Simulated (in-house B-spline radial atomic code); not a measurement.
**Cs⁵⁺: a fraction of an electron removed from 5p**

How does the BLYP energy of Cs⁵⁺ change when part of an electron is removed from 5p?

Program: in-house B-spline radial atomic code version 1. Level of theory: scalar-relativistic (spin-free one-electron X2C) BLYP, spin-polarised, spherical fractional occupations, Fermi nucleus, basis-set limit. These are calculated values, not measurements, unless marked.

### Step 1. The system

```
element       : caesium (Z = 55)
charge        : +5
electrons     : 50
configuration : [Kr] 4d10 5s2 5p2
Hamiltonian   : scalar-relativistic (X2C)
nucleus       : Fermi, rms radius 4.804 fm
```

Outer shells as boxes (Hund's rule):

[Kr] 4d10 5s2 5p2
```
[Kr] core
4d [↑↓][↑↓][↑↓][↑↓][↑↓]
5s [↑↓]
5p [↑ ][↑ ][  ]
```

Where spins are not typed, each open shell is filled with up spins first.

### Step 2. The start, at fraction 0

Input settings:

```ini
Z = 55
electrons = 50.0
configuration = [Kr] 4d10 5s2 5p2
hamiltonian = x2c
method = b88,lyp
spin_polarised = True
nucleus = fermi
rms_radius = 4.8041
mass_number = 133
atomic_mass = 132.905451958
speed_of_light = 137.035999084
```

### Step 3. 0.17 electron removed from 5p

Settings: those of step 2 with these lines changed.

```diff
@@ -1,4 +1,4 @@
 Z = 55
-electrons = 50.0
-configuration = [Kr] 4d10 5s2 5p2
+electrons = 49.83
+configuration = [Kr] 4d10 5s2 5p1.83
 hamiltonian = x2c
```

### Step 4. 0.31 electron removed from 5p

Settings: those of step 3 with these lines changed.

```diff
@@ -1,4 +1,4 @@
 Z = 55
-electrons = 49.83
-configuration = [Kr] 4d10 5s2 5p1.83
+electrons = 49.69
+configuration = [Kr] 4d10 5s2 5p1.69
 hamiltonian = x2c
```

### Step 5. 0.5 electron removed from 5p

Settings: those of step 4 with these lines changed.

```diff
@@ -1,4 +1,4 @@
 Z = 55
-electrons = 49.69
-configuration = [Kr] 4d10 5s2 5p1.69
+electrons = 49.5
+configuration = [Kr] 4d10 5s2 5p1.5
 hamiltonian = x2c
```

### Step 6. 0.62 electron removed from 5p

Settings: those of step 5 with these lines changed.

```diff
@@ -1,4 +1,4 @@
 Z = 55
-electrons = 49.5
-configuration = [Kr] 4d10 5s2 5p1.5
+electrons = 49.38
+configuration = [Kr] 4d10 5s2 5p1.38
 hamiltonian = x2c
```

### Step 7. 0.63 electron removed from 5p

Settings: those of step 6 with these lines changed.

```diff
@@ -1,4 +1,4 @@
 Z = 55
-electrons = 49.38
-configuration = [Kr] 4d10 5s2 5p1.38
+electrons = 49.37
+configuration = [Kr] 4d10 5s2 5p1.37
 hamiltonian = x2c
```

### Step 8. 0.86 electron removed from 5p

Settings: those of step 7 with these lines changed.

```diff
@@ -1,4 +1,4 @@
 Z = 55
-electrons = 49.37
-configuration = [Kr] 4d10 5s2 5p1.37
+electrons = 49.14
+configuration = [Kr] 4d10 5s2 5p1.14
 hamiltonian = x2c
```

### Step 9. 0.94 electron removed from 5p

Settings: those of step 8 with these lines changed.

```diff
@@ -1,4 +1,4 @@
 Z = 55
-electrons = 49.14
-configuration = [Kr] 4d10 5s2 5p1.14
+electrons = 49.06
+configuration = [Kr] 4d10 5s2 5p1.06
 hamiltonian = x2c
```

### Step 10. 1 electron removed from 5p

Settings: those of step 9 with these lines changed.

```diff
@@ -1,4 +1,4 @@
 Z = 55
-electrons = 49.06
-configuration = [Kr] 4d10 5s2 5p1.06
+electrons = 49.0
+configuration = [Kr] 4d10 5s2 5p1
 hamiltonian = x2c
```

Q: How does the energy change with the fraction, and which way and how far does it bend from the straight line between the ends?

**Answer**, as computed:

| fraction | energy change (eV) | less the straight line (eV) | level 5p up (eV) | sum of <r²> (bohr²) |
| --- | --- | --- | --- | --- |
| 0 | 0.0000 | 0.0000 | -63.564 | 27.583 |
| 0.17 | 10.9784 | -0.8494 | -65.595 | 26.855 |
| 0.31 | 20.2792 | -1.2891 | -67.275 | 26.265 |
| 0.5 | 33.2788 | -1.5089 | -69.564 | 25.478 |
| 0.62 | 41.7135 | -1.4232 | -71.015 | 24.989 |
| 0.63 | 42.4242 | -1.4082 | -71.136 | 24.949 |
| 0.86 | 59.1062 | -0.7285 | -73.927 | 24.028 |
| 0.94 | 65.0593 | -0.3414 | -74.900 | 23.713 |
| 1 | 69.5753 | 0.0000 | -75.631 | 23.479 |

What this shows: From fraction 0 to 1 the energy changes by 69.575 eV. It sags under the straight line by up to 1.51 eV (at 0.5); exact theory is straight between whole electron numbers, so this convex bend is an error (delocalisation) that favours fractional charges. Slater's transition state, the slope from the orbital energy at fraction 0.5 (Janak's theorem), gives 69.564 eV for the whole step. The tabulated ionisation energy is 69.1 ± 2 eV (tabulated theoretical; NIST Atomic Spectra Database), so the whole step is off by +0.48 eV, and minus the highest level at fraction 0 (63.564 eV) by -5.54 eV. Spin-orbit coupling is left out. Open shells are averaged (over orientations, and over spins where the run is restricted), while tables refer to the lowest levels.
